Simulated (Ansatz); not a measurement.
CH₆GeSSi, SMILES [CH2]1[SiH2][S][GeH2]1: an atomisation energy, run with the Ansatz DFT code, driven from Python.

Script `ch6gessi_tae.py`:
```python
# -*- coding: utf-8 -*-
"""Energy to split CH6GeSSi into its atoms."""

from collections import Counter

import ansatz as az


def single_point(molecule, charge=0, unpaired=0):
    calc = (
        molecule.calculation()
        .basis(gaussian="6-31G*")
        .functional("PBE0", dispersion="d3bj")
    )
    if charge:
        calc = calc.charge(charge)
    if unpaired:
        calc = calc.spin("collinear", total=unpaired)
    report = calc.run().report
    if report["published_state_doubts"]:
        print("  doubts:", report["published_state_doubts"])
    return report["free_energy_ev"]

geometry_ang = [
    ("C", [-0.6715, 0.4477, 0.2655]),
    ("Si", [-0.1296, 0.0128, -1.4481]),
    ("S", [1.5159, -1.0991, -0.6926]),
    ("Ge", [0.7447, -0.4092, 1.2425]),
    ("H", [-0.6741, 1.5828, 0.3925]),
    ("H", [-1.7206, 0.0823, 0.4713]),
    ("H", [-1.0601, -0.8579, -2.1296]),
    ("H", [0.355, 1.2043, -2.2242]),
    ("H", [1.6085, 0.5886, 2.0276]),
    ("H", [0.1149, -1.6034, 2.0982]),
]
molecule = az.Crystal.molecule()
for symbol, xyz in geometry_ang:
    molecule = molecule.atom(symbol, xyz)

# Hund ground states
unpaired = {"C": 2, "Si": 2, "S": 2, "Ge": 2, "H": 1}
counts = Counter(site.symbol for site in molecule.cartesian_sites)
atom_energy = {s: single_point(az.Crystal.molecule().atom(s, (0, 0, 0)), 0, unpaired[s]) for s in counts}
whole = single_point(molecule, 0, 0)
for s, e in atom_energy.items():
    print(f"{s:2s} x{counts[s]}  {e:14.5f} eV")
print(f"CH6GeSSi: {whole:.5f} eV")
split = sum(counts[s] * e for s, e in atom_energy.items()) - whole
print(f"atomisation energy (no zero-point term): {96.485332 * split:.1f} kJ/mol, {split / sum(counts.values()):.3f} eV an atom")
```

What does it cost to take this molecule apart into atoms?

3169.3 kJ/mol from the electronic energies, without the zero-point term.

The run itself:

```console
$ python ch6gessi_tae.py
C  x1     -1028.41225 eV
Si x1     -7870.34799 eV
S  x1    -10828.69749 eV
Ge x1    -56501.22235 eV
H  x6       -13.58146 eV
CH6GeSSi: -76343.01593 eV
atomisation energy (no zero-point term): 3169.3 kJ/mol, 3.285 eV an atom
```

Notes:
- Total energies depend on the basis set; only differences at equal settings carry meaning.
- The geometry is a force-field or estimated start, not a minimum of this method, and the basis set is short of its limit. All parts are taken at fixed geometry, without zero-point energy.
- Wall time of the script: 5.4 s on 1 thread of Arm Neoverse V2, with other jobs on the host, peak memory 0.28 GiB.

(A comment or docstring line of the script was reworded after the run, the code is as it ran; lines on the test bed's own set-up are left out of the output.)
